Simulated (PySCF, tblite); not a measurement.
**C5H9NS2Si: geometry, infrared bands and NMR shifts**

Aim: predict the infrared bands and NMR shifts of C5H9NS2Si (`CS[C@@H]1SCC[Si@@H]1C#N`).

The runs use tblite 0.8.0 and PySCF 2.14.0, with density-fitted response routines of our own; the level of theory stands in each step. All values are computed, except where a source is named. Atoms are numbered from 0 throughout.

## 1. The molecule as given

18 atoms, charge 0, multiplicity 1; geometry from: force field or distance geometry start.

Bonds of the start (Å): C0–S1 1.83, S1–C2 1.78, C2–S3 1.83, S3–C4 1.81, C4–C5 1.52, C5–Si6 1.88, Si6–C7 1.82, C7–N8 1.15, Si6–C2 1.87, C0–H9 1.12, C0–H10 1.12, C0–H11 1.09, C2–H12 1.10, C4–H13 1.10, C4–H14 1.12, C5–H15 1.11, C5–H16 1.12, Si6–H17 1.47.

## 2. Geometry optimisation with GFN2-xTB

What the job is given:

```
{"job": {"kind": "relax", "xc": "GFN2-xTB", "basis": "xTB"}, "charge": 0, "multiplicity": 1}
C      3.291500    -0.187300     0.057100
S      1.630300    -0.598600     0.698800
C      0.511100    -0.580600    -0.681500
S      0.343100     1.137900    -1.278700
C     -1.304900     1.573300    -0.655700
C     -2.142600     0.410300    -1.154700
Si    -1.264000    -0.983200    -0.257200
C     -1.454800    -0.864500     1.551100
N     -1.564700    -0.796500     2.698300
H      3.188000     0.245100    -0.967000
H      3.850100    -1.148200    -0.076000
H      3.808200     0.451400     0.772600
H      0.876800    -1.191800    -1.521200
H     -1.234800     1.536500     0.443400
H     -1.665800     2.560200    -1.042300
H     -3.201300     0.479300    -0.844300
H     -2.010000     0.267400    -2.256300
H     -1.665000    -2.304300    -0.762800
```

On the command line:

```console
$ OMP_NUM_THREADS=1 python probes_run.py task.json out
```

The driver reads the jobs from task.json and runs them one after another.

**Question.** This job is followed by: GFN2-xTB harmonic vibrations, gas phase; GIAO PBE0/pcSseg-1 NMR shielding, non-relativistic, gas phase. What will the session give for the following? strongest single infrared mode (GFN2-xTB); zero-point energy (GFN2-xTB); 13C shifts against TMS (PBE0/pcSseg-1); 1H shifts against TMS (PBE0/pcSseg-1, means over atoms taken as alike); 33S shifts against CS2 (PBE0/pcSseg-1); 29Si shifts against TMS (PBE0/pcSseg-1); 15N shifts against NH3 (PBE0/pcSseg-1).

As calculated:

| quantity | value |
| --- | --- |
| strongest single infrared mode (GFN2-xTB) | 2288 cm⁻¹, 264 km/mol |
| zero-point energy (GFN2-xTB) | 80.1 kcal/mol |
| 13C shifts against TMS (PBE0/pcSseg-1) | 122.2, 49.4, 36.3, 22.4, 18.5 ppm |
| 1H shifts against TMS (PBE0/pcSseg-1, means over atoms taken as alike) | 4.69, 3.41, 3.25, 2.78, 2.32, 1.53, 1.43 ppm |
| 33S shifts against CS2 (PBE0/pcSseg-1) | 66, -11 ppm |
| 29Si shifts against TMS (PBE0/pcSseg-1) | -31.3 ppm |
| 15N shifts against NH3 (PBE0/pcSseg-1) | 370.1 ppm |

**Reading.** The optimisation took 137 steps and gained 0.693 eV; among the close pairs (by a distance rule), S1–C2 changed most, from 1.777 to 1.825 Å. All 48 modes are real, so the xTB geometry is a minimum. The strongest single mode, at 2288 cm⁻¹, moves mainly H17. GFN2-xTB is a fitted tight-binding method: band positions and strengths are rough. Its intensities can rank the bands wrongly. C7 (nitrile carbon) lies farthest downfield among carbon, at 122.2 ppm; this is the usual window of a C≡N carbon, which has no attached hydrogen. At PBE0/pcSseg-1: The largest span, 594 ppm, is at N8, where the paramagnetic term is -440 ppm.
